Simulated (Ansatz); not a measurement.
# SiGeH₃ (doublet): from Hartree-Fock to the top rungs at a displaced geometry (v2), cc-pVDZ

Aim: climb from Hartree-Fock through coupled cluster for SiGeH₃ (doublet) at one geometry and basis, and see what each rung misses.

Computed with Ansatz 0.2.0, Gaussian basis. Level: cc-pVDZ, core rule «outside noble gas», up to 19 orbitals frozen.

Plan: UHF; CCSD(T) on ROHF; CCSD(T) on UHF; BCCD(T) on ROHF; CISD; CCSDT(Q) on ROHF; CCSDT(Q) on UHF.

20 further runs of the same task are left out: 5 that didn't finish, 15 set aside as unsound or not needed.

## (1) What is computed

The geometry is a PBE0/def2-TZVP stationary point (not a proven minimum) with its atoms shifted at random (size 0.100 Å). No spin-orbit coupling is included. The filled d shell of Ge may be among the frozen orbitals whatever the setting's name suggests; the logs give the count.

5 atoms, charge 0, spin multiplicity 2.

Atoms are counted from 1 here; the program's logs count them from 0.

Bond lengths: Si1–Ge2 2.314 Å, Si1–H3 1.536 Å, Ge2–H4 1.586 Å, Ge2–H5 1.521 Å. Angles: Ge2–Si1–H3 90.5°, Si1–Ge2–H4 126.6°, Si1–Ge2–H5 129.2°, H4–Ge2–H5 104.2°.

## (2) UHF

File in.yaml:

```yaml
crystal:
  periodic: [false, false, false]
  atoms:
    - {symbol: Si, position_ang: [0.088259, 0.087195, 1.678772]}
    - {symbol: Ge, position_ang: [-0.034612, -0.011090, -0.629562]}
    - {symbol: H, position_ang: [0.263248, -1.436970, 1.748171]}
    - {symbol: H, position_ang: [-0.214399, -1.316786, -1.511570]}
    - {symbol: H, position_ang: [-0.013701, 1.123379, -1.643219]}
basis:
  gaussian: {orbitals: cc-pVDZ}
magnetization: {spin_polarized: true, initial_magnetization: 1}
hamiltonian: {xc: hf}
output: {orbitals: {seedname: orbitals}}
```

Started as:

```console
$ ansatz run in.yaml --threads 1 --pin off --events-out ev --progress --plain --max-ram 2393MiB
```

After this run come: CCSD(T) on ROHF; CCSD(T) on UHF; BCCD(T) on ROHF; CISD; CCSDT(Q) on ROHF; CCSDT(Q) on UHF.

**Question.** What will the summary of the whole plan be? Wanted: UCCSDT(Q) below the RHF energy; RMP2 from UCCSDT(Q); UMP2 from UCCSDT(Q); RCCSD from UCCSDT(Q); RCCSD(T) from UCCSDT(Q); UCCSD(T) from UCCSDT(Q); RCCSDT(Q) from UCCSDT(Q); T1 diagnostic.

The runs gave:

| quantity | value |
| --- | --- |
| UCCSDT(Q) below the RHF energy | -5.9754 eV |
| RMP2 from UCCSDT(Q) | +31.24 kcal/mol |
| UMP2 from UCCSDT(Q) | +32.96 kcal/mol |
| RCCSD from UCCSDT(Q) | +5.39 kcal/mol |
| RCCSD(T) from UCCSDT(Q) | +1.19 kcal/mol |
| UCCSD(T) from UCCSDT(Q) | +1.21 kcal/mol |
| RCCSDT(Q) from UCCSDT(Q) | +0.04 kcal/mol |
| levels within 1 kcal/mol (43 meV) | RCCSDT, UCCSDT, RCCSDT(Q) |
| T1 diagnostic | 0.024 |

What this shows: RCCSD(T) misses by +1.19 kcal/mol, 0.9 % of the correlation energy. These misses are within one basis, not against nature; the frozen cores of restricted and unrestricted runs differ, which can shift their rows.
